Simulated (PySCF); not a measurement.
**One shape, several levels: CH7NOSi (SMILES OCN[SiH3])**

Aim: a comparison of 6 runs (HF/6-311G**, B3LYP/6-31G*, B3LYP/def2-SVP, PBE0/def2-SVP, MP2/6-31G*) of CH7NOSi. 

The calculation is run with PySCF 2.14.0.

## (1) The molecule

CH7NOSi: 11 atoms, total charge 0, spin state singlet. As SMILES, `OCN[SiH3]`. The shape is that of a PBE0-D4/def2-TZVP optimisation. This is one conformer, not always the lowest.

Bond lengths: O1–C2 1.405 Å, C2–N3 1.432 Å, N3–Si4 1.720 Å, O1–H5 0.962 Å, C2–H6 1.095 Å, C2–H7 1.100 Å, N3–H8 1.009 Å, Si4–H9 1.487 Å, Si4–H10 1.492 Å, Si4–H11 1.485 Å. Some angles: O1–C2–N3 112.6°, C2–N3–Si4 124.6°, O1–C2–H6 104.7°, O1–C2–H7 111.2°, N3–C2–H6 112.6°, N3–C2–H7 107.8°, C2–O1–H5 107.2°, C2–N3–H8 113.6°, Si4–N3–H8 119.4°, N3–Si4–H9 108.0°.

## (2) Energy and gradient at HF/6-311G(d,p) (run 1)

calc.py

```python
# OCN[SiH3]
from pyscf import gto, scf

mol = gto.Mole()
mol.atom = '''
O     -2.282789     3.417570    -1.263093
C     -0.018519     2.263514    -0.492463
N      0.040629    -0.386071    -1.043507
Si     0.892896    -2.694560     1.079412
H     -3.648494     2.439825    -0.565595
H      1.468128     3.312879    -1.476443
H      0.284971     2.495572     1.550331
H      0.062739    -0.775733    -2.909611
H     -0.401945    -2.155233     3.515080
H      3.655486    -2.863880     1.621574
H      0.070109    -5.161976     0.024000
'''
mol.basis = '6-311g**'
mol.verbose = 4
mol.unit = 'bohr'
mol.charge = 0
mol.max_memory = 1860
mol.spin = 0
mol.build()

calc0 = scf.RHF(mol)
calc0.conv_tol = 1e-10
calc0.kernel()
if not calc0.converged:
    calc0 = calc0.newton().run(calc0.mo_coeff, calc0.mo_occ)

energy = calc0.e_tot
print('Final energy', energy)
grad = calc0.nuc_grad_method().kernel()
dip = calc0.dip_moment()
pop, q = calc0.mulliken_pop()
```

Launch:

```sh
OMP_NUM_THREADS=1 python calc.py
```

Standard output:

```text
PySCF version 2.14.0

[... 67 lines left out ...]
converged SCF energy = -460.247425565597
Final energy -460.24742556559715
[... 11 lines left out ...]
Dipole moment(X, Y, Z, Debye):  0.32644, -1.02757,  0.18993
[... 134 lines left out ...]
charge of   10H =     -0.20619
```

Run time: 40 s. Hardware: 1 thread of Intel Xeon at 2.50GHz (Skylake/Cascade Lake), shared host; peak memory 0.33 GiB.

## (3) Energy and gradient at B3LYP/6-31G(d) (spherical functions) (run 2)

job.py

```python
import pyscf.grad
from pyscf import gto, dft

mol = gto.Mole()
mol.atom = '''
O     -1.208000     1.808500    -0.668400
C     -0.009800     1.197800    -0.260600
N      0.021500    -0.204300    -0.552200
Si     0.472500    -1.425900     0.571200
H     -1.930700     1.291100    -0.299300
H      0.776900     1.753100    -0.781300
H      0.150800     1.320600     0.820400
H      0.033200    -0.410500    -1.539700
H     -0.212700    -1.140500     1.860100
H      1.934400    -1.515500     0.858100
H      0.037100    -2.731600     0.012700
'''
mol.max_memory = 1860
mol.verbose = 4
mol.basis = '6-31g*'
mol.charge = 0
mol.build()

mf = dft.RKS(mol, xc='b3lyp')
mf.conv_tol = 1e-10
mf.grids.level = 5
mf.kernel()
if not mf.converged:
    mf = mf.newton().run(mf.mo_coeff, mf.mo_occ)

energy = mf.e_tot
print('E(%s) = %.9f' % ('B3LYP', energy))
grad = mf.Gradients().kernel()
dip = mf.dip_moment()
pop, q = mf.mulliken_pop()
```

Launch:

```sh
OMP_NUM_THREADS=1 python job.py
```

Standard output:

```text
PySCF version 2.14.0

[... 79 lines left out ...]
converged SCF energy = -461.776460684698
[... 13 lines left out ...]
Dipole moment(X, Y, Z, Debye):  0.11358, -0.88341, -0.01929
[... 86 lines left out ...]
charge of   10H =     -0.08012
```

Run time: 56 s. Hardware: 1 thread of Intel Xeon at 2.50GHz (Skylake/Cascade Lake), shared host; peak memory 0.73 GiB.

Runs 3 to 4 aren't shown in full; the table further down has their settings and results.

## (4) Energy and gradient at PBE0/def2-SVP (run 5)

input.py

```python
from pyscf import gto, dft

mol = gto.M(
    atom='''
O       -1.208000       1.808500      -0.668400
C       -0.009800       1.197800      -0.260600
N        0.021500      -0.204300      -0.552200
Si       0.472500      -1.425900       0.571200
H       -1.930700       1.291100      -0.299300
H        0.776900       1.753100      -0.781300
H        0.150800       1.320600       0.820400
H        0.033200      -0.410500      -1.539700
H       -0.212700      -1.140500       1.860100
H        1.934400      -1.515500       0.858100
H        0.037100      -2.731600       0.012700
''',
    max_memory=1860,
    basis='def2-svp',
    charge=0,
    verbose=3,
)

mf = dft.RKS(mol, xc='pbe0')
mf.conv_tol = 1e-10
mf.grids.level = 5
mf.kernel()
if not mf.converged:
    mf = mf.newton().run(mf.mo_coeff, mf.mo_occ)

e_tot = mf.e_tot
print(f'total energy: {e_tot:.8f} hartree')
grad = mf.nuc_grad_method().kernel()
dip = mf.dip_moment()
pop, q = mf.mulliken_pop()
```

Launch:

```sh
OMP_NUM_THREADS=1 python input.py
```

Standard output:

```text
converged SCF energy = -461.249269750419
total energy: -461.24926975 hartree
[... 8 lines left out ...]
Dipole moment(X, Y, Z, Debye):  0.09615, -0.84616, -0.00650
[... 107 lines left out ...]
charge of   10H =     -0.08457
```

Run time: 80 s. Hardware: 1 thread of Intel Xeon at 2.50GHz (Skylake/Cascade Lake), shared host; peak memory 0.94 GiB.

## (5) Energy and forces at MP2/6-31G(d) (spherical functions) (run 6)

input.py

```python
from pyscf import gto, mp

molecule = gto.M(
    atom='''
O     -2.282789     3.417570    -1.263093
C     -0.018519     2.263514    -0.492463
N      0.040629    -0.386071    -1.043507
Si     0.892896    -2.694560     1.079412
H     -3.648494     2.439825    -0.565595
H      1.468128     3.312879    -1.476443
H      0.284971     2.495572     1.550331
H      0.062739    -0.775733    -2.909611
H     -0.401945    -2.155233     3.515080
H      3.655486    -2.863880     1.621574
H      0.070109    -5.161976     0.024000
''',
    verbose=4,
    max_memory=1860,
    unit='bohr',
    spin=0,
    basis='6-31g*',
    charge=0,
)

calc0 = molecule.RHF()
calc0.conv_tol = 1e-10
calc0.kernel()
if not calc0.converged:
    calc0 = calc0.newton().run(calc0.mo_coeff, calc0.mo_occ)

pt = mp.MP2(calc0, frozen=8).run()
energy = pt.e_tot
print('E(%s) = %.9f' % ('MP2', energy))
grad = pt.nuc_grad_method().kernel()
calc0.analyze()
```

Launch:

```sh
OMP_NUM_THREADS=1 python input.py
```

Standard output:

```text
PySCF version 2.14.0

[... 97 lines left out ...]
MO #4   energy= -11.3100013243505  occ= 2
[... 13 lines left out ...]
MO #18  energy= -0.495274700822494 occ= 2
[... 13 lines left out ...]
MO #32  energy= 0.397887941352743  occ= 0
[... 13 lines left out ...]
MO #46  energy= 1.09991204206464   occ= 0
[... 13 lines left out ...]
MO #60  energy= 1.93779677497963   occ= 0
[... 13 lines left out ...]
MO #74  energy= 3.21477110047851   occ= 0
[... 88 lines left out ...]
Dipole moment(X, Y, Z, Debye):  0.30275, -1.05863,  0.14503
```

Run time: 30 s. Hardware: 1 thread of Intel Xeon at 2.50GHz (Skylake/Cascade Lake), shared host; peak memory 0.37 GiB.

## (6) Overview of the runs

| run | level | integration grid | Cartesian functions | energy (Eh) | dipole moment (D) of the reference | HOMO energy (eV) | LUMO energy (eV) | wall time |
| --- | --- | --- | --- | --- | --- | --- | --- | --- |
| 1 | HF/6-311G** | – | no | -460.247426 | 1.09 | -10.59 | 3.36 | 40 s |
| 2 | B3LYP/6-31G* (spherical functions) | 5 | no | -461.776461 | 0.89 | -6.70 | 0.70 | 56 s |
| 3 | B3LYP/6-31G* (Cartesian functions) | 5 | yes | -461.781351 | 0.90 | -6.70 | 0.68 | 60 s |
| 4 | B3LYP/def2-SVP | 5 | no | -461.588266 | 0.84 | -6.81 | 0.69 | 73 s |
| 5 | PBE0/def2-SVP | 5 | no | -461.249270 | 0.85 | -7.09 | 0.91 | 80 s |
| 6 | MP2/6-31G* (spherical functions) | – | no | -460.708232 | 1.11 | -10.54 | 4.01 | 30 s |

## (7) Summary of results

```
                                          quantity          value
                               run 6: total energy  -460.70823 Eh
       run 6: dipole moment (Hartree–Fock density)         1.11 D
        run 6: HOMO energy (Hartree–Fock orbitals)      -10.54 eV
        run 6: LUMO energy (Hartree–Fock orbitals)        4.01 eV
      run 6: HOMO–LUMO gap (Hartree–Fock orbitals)       14.55 eV
run 6: correlation energy (8 core orbitals frozen)     -545.0 mEh
                   run 6: largest force on an atom     0.735 eV/Å
```

Over runs 1, 2, 3, 4, 5 the dipole moment (its size) runs from 0.84 D (B3LYP/def2-SVP) to 1.09 D (HF/6-311G**). The two ends differ in method and basis. Over runs 1, 2, 3, 4, 5 the HOMO–LUMO gap runs from 7.38 eV (B3LYP/6-31G*) to 13.95 eV (HF/6-311G**). Totals of different functionals can't be ranked against each other. All runs together took 5.6 min, the longest 80 s.
